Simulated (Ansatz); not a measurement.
# CHF5OSn: up Jacob's ladder to CCSD(T)

Aim: compute CHF5OSn with functionals from several rungs and with coupled cluster, and see how far each lands from CCSD(T) at the basis-set limit for the atomisation energy.

Method: functionals in def2-TZVPP, the program's frozen cores in correlated methods; program: Ansatz 0.2.0, Gaussian basis.

Levels to be run: PBE-D4, r2SCAN-D4, PBE0-D4, B3LYP-D4, ωB97X-V, ωB97M-V, B2PLYP; CCSD(T)/def2-TZVPP; MP2/def2-QZVPP; extrapolation to the limit.

### 1 The relaxed structure

An earlier PBE0-D4 in a triple-zeta def2 set relaxation fixed the geometry. Sn takes the def2 core potential; no spin-orbit term is included.

SMILES `[F][SnH]([F])[O]C(F)(F)F`, 9 atoms, charge 0, spin multiplicity 1.

Atoms are counted from 1 here; the program's logs count them from 0.

Bond lengths: F1–Sn2 1.890 Å, Sn2–F3 1.890 Å, Sn2–O4 1.962 Å, Sn2–H9 1.680 Å, O4–C5 1.330 Å, C5–F6 1.331 Å, C5–F7 1.349 Å, C5–F8 1.331 Å. Angles: F1–Sn2–F3 105.5°, F1–Sn2–O4 107.5°, F1–Sn2–H9 113.8°, F3–Sn2–O4 107.5°, F3–Sn2–H9 113.8°, O4–Sn2–H9 108.5°, Sn2–O4–C5 124.4°, O4–C5–F6 111.2°, O4–C5–F7 111.8°, O4–C5–F8 111.2°, F6–C5–F7 107.4°, F6–C5–F8 107.6°, F7–C5–F8 107.3°.

Geometry (Å):

```xyz
9

F    -2.3955    0.3943   -0.2680
Sn   -0.7612    1.2742    0.0877
F    -0.6071    1.3097    1.9709
O     0.6821    0.1378   -0.6008
C     0.8779   -1.1273   -0.2407
F     2.0793   -1.2916    0.3093
F    -0.0375   -1.5397    0.6611
F     0.7992   -1.9449   -1.2887
H    -0.6372    2.7876   -0.6307
```

### 2 PBE-D4 (GGA)

in.yaml

```yaml
crystal:
  periodic: [false, false, false]
  atoms:
    - {symbol: F, position_ang: [-2.395491, 0.394306, -0.268036]}
    - {symbol: Sn, position_ang: [-0.761231, 1.274246, 0.087679]}
    - {symbol: F, position_ang: [-0.607059, 1.309676, 1.970911]}
    - {symbol: O, position_ang: [0.682104, 0.137750, -0.600846]}
    - {symbol: C, position_ang: [0.877899, -1.127347, -0.240689]}
    - {symbol: F, position_ang: [2.079288, -1.291609, 0.309277]}
    - {symbol: F, position_ang: [-0.037461, -1.539723, 0.661086]}
    - {symbol: F, position_ang: [0.799161, -1.944902, -1.288662]}
    - {symbol: H, position_ang: [-0.637199, 2.787603, -0.630728]}
basis:
  gaussian: {orbitals: def2-TZVPP}
hamiltonian: {xc: pbe, dispersion: d4}
output: {forces: true, orbitals: {seedname: orbitals}}
```

On the command line:

```bash
ansatz run in.yaml --threads 2 --pin off --events-out ev --progress --plain --max-ram 22528MiB --backend cuda --devices 0, --max-vram 18GiB
```

The runs that follow: r2SCAN-D4 (meta-GGA); PBE0-D4 (hybrid); B3LYP-D4 (hybrid); ωB97X-V (range-separated); ωB97M-V (range-separated); B2PLYP (double hybrid); CCSD(T) in def2-TZVPP; MP2 in def2-QZVPP.

Before running them: what should the planned runs give, taken together? Wanted: atomisation energy, CCSD(T)/CBS; farthest; mean size of error, hybrid; mean size of error, range-separated; gap, smallest and largest; T1 diagnostic; triples share of the correlation energy.

As calculated:

| quantity | value |
| --- | --- |
| atomisation energy, CCSD(T)/CBS | 810.3 kcal/mol |
| functionals within 8.1 kcal/mol (1.0 %) | r2SCAN-D4, ωB97X-V, ωB97M-V |
| farthest | PBE-D4 (+27.9 kcal/mol) |
| mean size of error, hybrid | 15.9 kcal/mol |
| mean size of error, range-separated | 2.7 kcal/mol |
| gap, smallest and largest | 5.40 eV (PBE-D4), 13.12 eV (ωB97X-V) |
| T1 diagnostic | 0.0137 |
| triples share of the correlation energy | 3.1 % |

In words: PBE-D4 misses by +27.9 kcal/mol. Double hybrids carry the basis error of their MP2 part in triple zeta, and no dispersion term here, so their miss is partly the set-up's. The reference freezes the cores and leaves out spin-orbit coupling and excitations past (T), and its outer-core shells are covered unevenly, so misses under about 8.1 kcal/mol can't be ranked. All levels share the lack of spin-orbit coupling, which lowers the free heavy atoms and so the true binding. Hartree-Fock recovers 64 % of the binding; the rest is correlation. The gap grows from 5.4 to 13.1 eV across the functionals, mostly with the share of exact exchange. Correlated methods include outer-core shells of Sn, which these sets cover unevenly.
